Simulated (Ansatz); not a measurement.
# CHGaS (triplet): the correlation ladder at a displaced geometry (v1), cc-pVDZ

One table from this session's results is given with a row withheld; the runs are named, their logs left out.

Program: Ansatz 0.2.0, Gaussian basis. Level of theory: cc-pVDZ, core rule «outside noble gas», up to 20 orbitals frozen. These are calculated values, not measurements.

The runs, in order: UHF; CCSD(T) on ROHF; CCSD(T) on UHF; BCCD(T) on ROHF; CISD; CCSDT(Q) on ROHF; CCSDT(Q) on UHF.

26 further runs of the same task are left out: 2 for a known fault of the program, 10 that didn't finish, 14 set aside as unsound or not needed.

**What is computed**

The geometry is a PBE0/def2-TZVP stationary point (not a proven minimum) with its atoms shifted at random (size 0.040 Å). No spin-orbit coupling is included. The filled d shell of Ga may be among the frozen orbitals whatever the setting's name suggests; the logs give the count.

4 atoms, charge 0, spin multiplicity 3.

Atoms are counted from 1 here; the program's logs count them from 0.

Bond lengths: Ga1–C2 2.004 Å, C2–S3 1.716 Å, S3–H4 1.288 Å. Angles: Ga1–C2–S3 165.8°, C2–S3–H4 100.9°.

As a file:

```xyz
4
CHGaS
Ga    0.0023   -0.3175    2.4522
C     0.0015   -0.1259    0.4575
S     0.0495   -0.3828   -1.2387
H    -0.0533    0.8262   -1.6711
```

The first run:

in.yaml

```yaml
crystal:
  periodic: [false, false, false]
  atoms:
    - {symbol: Ga, position_ang: [0.002336, -0.317455, 2.452239]}
    - {symbol: C, position_ang: [0.001461, -0.125878, 0.457515]}
    - {symbol: S, position_ang: [0.049468, -0.382819, -1.238677]}
    - {symbol: H, position_ang: [-0.053266, 0.826152, -1.671076]}
basis:
  gaussian: {orbitals: cc-pVDZ}
magnetization: {spin_polarized: true, initial_magnetization: 2}
hamiltonian: {xc: hf}
output: {orbitals: {seedname: orbitals}}
```

The run is started by

```bash
ansatz run in.yaml --threads 1 --pin off --events-out ev --progress --plain --max-ram 2393MiB
```

Steps of the session up to this table: UHF; CCSD(T) on ROHF; CCSD(T) on UHF; BCCD(T) on ROHF; CISD; CCSDT(Q) on ROHF; CCSDT(Q) on UHF.

One of the session's tables, all rows but one given; the rest of the session is left out.

| method | from UCCSDT(Q) (kJ/mol) |
| --- | --- |
| ROHF | +852.5 |
| UHF | +827.7 |
| RMP2 | +142.7 |
| UMP2 | +146.4 |
| RCCSD | ? |
| UCCSD | +33.6 |
| RCCSD(T) | +6.4 |
| UCCSD(T) | +6.6 |
| BCCD(T) | +6.0 |
| RCCSDT | +2.4 |
| UCCSDT | +2.3 |
| RCCSDT(Q) | +0.3 |
| UCCSDT(Q) | 0 |

Q: Estimate the row for RCCSD from the others.

**Answer.** from UCCSDT(Q) (kJ/mol): +34.1. In the column «from UCCSDT(Q) (kJ/mol)» it lies between UCCSD (+33.6) and RMP2 (+142.7).

Not comparable, so not listed: CISD (they don't share determinant, frozen orbitals or solution with the rows shown, or repeat one).

Limits of these values: Restricted and unrestricted rows rest on different reference determinants; where their highest levels disagree by more than a few hundredths of an eV, they describe different states and don't form one ladder.
